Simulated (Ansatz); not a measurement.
# Er3O: the cost of one run

Computed with Ansatz 0.2.0 (DFT PBE, scalar-relativistic, plane waves, PAW; 4f electrons in the core of a trivalent norm-conserving potential, unless a step's input says otherwise).

### Step 1. The structure to begin with

The structure is hexagonal, space group P-6m2 (No. 187). The conventional cell has a = 3.389 Å, b = 3.389 Å, c = 8.615 Å, α = 90.00°, β = 90.00°, γ = 120.00°. Around Er (site symmetry -6m2) lie 3 O at 1.96 Å. Er (site symmetry 3m) is surrounded by 3 O at 3.11 Å and 9 Er at 3.11 to 3.39 Å. O (site symmetry -6m2) is surrounded by 3 Er at 1.96 Å.

Coordinates:

```xyz
4
Lattice="3.3893 0.0000 0.0000 -1.6946 2.9352 0.0000 0.0000 0.0000 8.6146" Properties=species:S:1:pos:R:3 pbc="T T T"
Er    0.0000    0.0000    0.0000
Er    1.6946    0.9784    2.4111
Er    1.6946    0.9784    6.2035
O     0.0000    1.9568    0.0000
```

Recipe of the guess: random cell by space group and Wyckoff sites (P-6m2, No. 187). Lengths come from tabulated atomic sizes and are only a guess.

### Step 2. A first look at the guess

input.yaml reads:

```yaml
crystal:
  lattice:
    - [3.38925039, 0.0, 0.0]
    - [-1.6946252, 2.93517694, 0.0]
    - [0.0, 0.0, 8.61463315]
  atoms:
    - { symbol: Er, position: [0.0, 0.0, 0.0] }
    - { symbol: Er, position: [0.66666667, 0.33333333, 0.27988389] }
    - { symbol: Er, position: [0.66666667, 0.33333333, 0.72011611] }
    - { symbol: O, position: [0.33333333, 0.66666667, 0.0] }
basis:
  ecutwfc: 770
kpoints:
  mp_grid: { grid: [6, 6, 2] }
hamiltonian:
  xc: pbe
  pseudopotentials:
    kind: paw
    azcp: { Er: "pseudopotentials/pbe/nc/lanthanide_3plus/Er.nc.azcp" }
scf:
  occupations: { method: gaussian, width: 0.1 }
  lower_state_search: "off"
output:
  forces: true
  stress: true
  eigenvalues: true
```

On the command line:

```bash
ansatz run input.yaml --threads 1 --pin off --max-ram 2560MiB --backend cpu --events-out ev --progress --plain --runs-dir out
```

Q: Estimate wall time and peak memory on 1 thread of Arm Neoverse V1, shared host.

About 7 s, with a peak of 0.33 GiB.
